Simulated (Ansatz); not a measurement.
# CdTe: the cost of one run

Computed with Ansatz 0.2.0, driven from Python. Level of theory: DFT LDA, plane waves, PAW.

The COD entry's cell or inner coordinates are ideal or old and differ from later refinements, so a difference from it is no clean test against experiment.

## 1. The structure

Symmetry: F-43m, No. 216, cubic system. The conventional cell has a = 6.410 Å, b = 6.410 Å, c = 6.410 Å, α = 90.00°, β = 90.00°, γ = 90.00°. Cd (site symmetry -43m) has 4 Te at 2.78 Å as nearest neighbours. Te (site symmetry -43m) has 4 Cd at 2.78 Å as nearest neighbours.

No structure file is read: the coordinates are typed or built in the script.

## 2. Script

defect_cdte.py

```python
import warnings

import ansatz as az
import numpy as np
from pymatgen.core import Lattice, Structure
from pymatgen.io.ase import AseAtomsAdaptor

warnings.simplefilter('ignore', az.DeckWarning)

pmg_structure = Structure(
    Lattice([(0.0, 3.205, 3.205), (3.205, 0.0, 3.205), (3.205, 3.205, 0.0)]),
    ['Cd', 'Te'],
    [
        (0.0, 0.0, 0.0),
        (0.25, 0.25, 0.25),
    ],
)
structure = az.Crystal.from_ase(AseAtomsAdaptor.get_atoms(pmg_structure))
host = structure.supercell(2, 2, 2)
defective = host.vacancy('Te', at=(0.25, 0.25, 0.25))

def prepare(structure):
    return (
        structure.calculation()
        .kpoints(2, center='monkhorst-pack')
        .basis(630, density_ratio=6)
        .initial_density(normalization='cell')
        .scf(tolerance=1e-06, max_iterations=100, extra_bands=16)
        .functional('lda')
        .occupations('fermi_dirac', width=0.05)
        .band_table()
    )


perfect = prepare(host).run(threads=1).report
setup = (
    prepare(defective)
    .relax(force_tolerance=0.02, max_steps=25)
)
outcome = setup.run(threads=1)
data = outcome.report

n_host, n_defect = len(perfect['lattice']['sites']), len(data['lattice']['sites'])
print(f'perfect cell: {n_host} atoms, F = {perfect["free_energy_ev"]:.4f} eV')
print(f'defect cell:  {n_defect} atoms, F = {data["free_energy_ev"]:.4f} eV')
print(f'difference {data["free_energy_ev"] - perfect["free_energy_ev"]:.4f} eV (no chemical potentials)')

pull = np.linalg.norm(data['forces_ev_ang'], axis=1)
for atom in np.argsort(-pull)[:5]:
    print(f'force on {outcome.lattice.sites[atom].symbol}{atom}: {pull[atom]:.3f} eV/A')

for label, run in (('perfect', perfect), ('defect', data)):
    levels, filled = np.array(run['eigenvalues_ev'][0]), np.array(run['occupations'][0])
    top = int(np.argmin(np.abs(levels - run['fermi_energy_ev'])))
    window = slice(max(top - 3, 0), top + 4)
    print(label, 'levels near E_F at the first k-point:', ', '.join(f'{e - run["fermi_energy_ev"]:.2f} ({f:.2f})' for e, f in zip(levels[window], filled[window])))
```

## 3. The input behind the calls

The engine receives this input (first run):

```yaml
crystal:
  lattice:
    - [0.0, 3.205, 3.205]
    - [3.205, 0.0, 3.205]
    - [3.205, 3.205, 0.0]
  atoms:
    - { symbol: Cd, position: [0.0, 0.0, 0.0] }
    - { symbol: Te, position: [0.25, 0.25, 0.25] }
  supercell: [2, 2, 2]
basis:
  ecutwfc: 630.0
  ecutrho_ratio: 6
kpoints:
  mp_grid:
    grid: [2, 2, 2]
    shift: [0.5, 0.5, 0.5]
hamiltonian:
  xc: lda
scf:
  max_iter: 100
  n_extra_bands: 16
  convergence:
    dr2_threshold: 1.0e-06
  occupations:
    method: fermi_dirac
    width: 0.05
  initial_density:
    normalization: cell
output:
  eigenvalues: true
```

## 4. The run

Run with:

```
> python defect_cdte.py
```

**Question.** How long does this script take on 1 thread of Arm Neoverse V2, shared host, and how much memory does it need?

About 7.8 min, with a peak of 1.5 GiB.
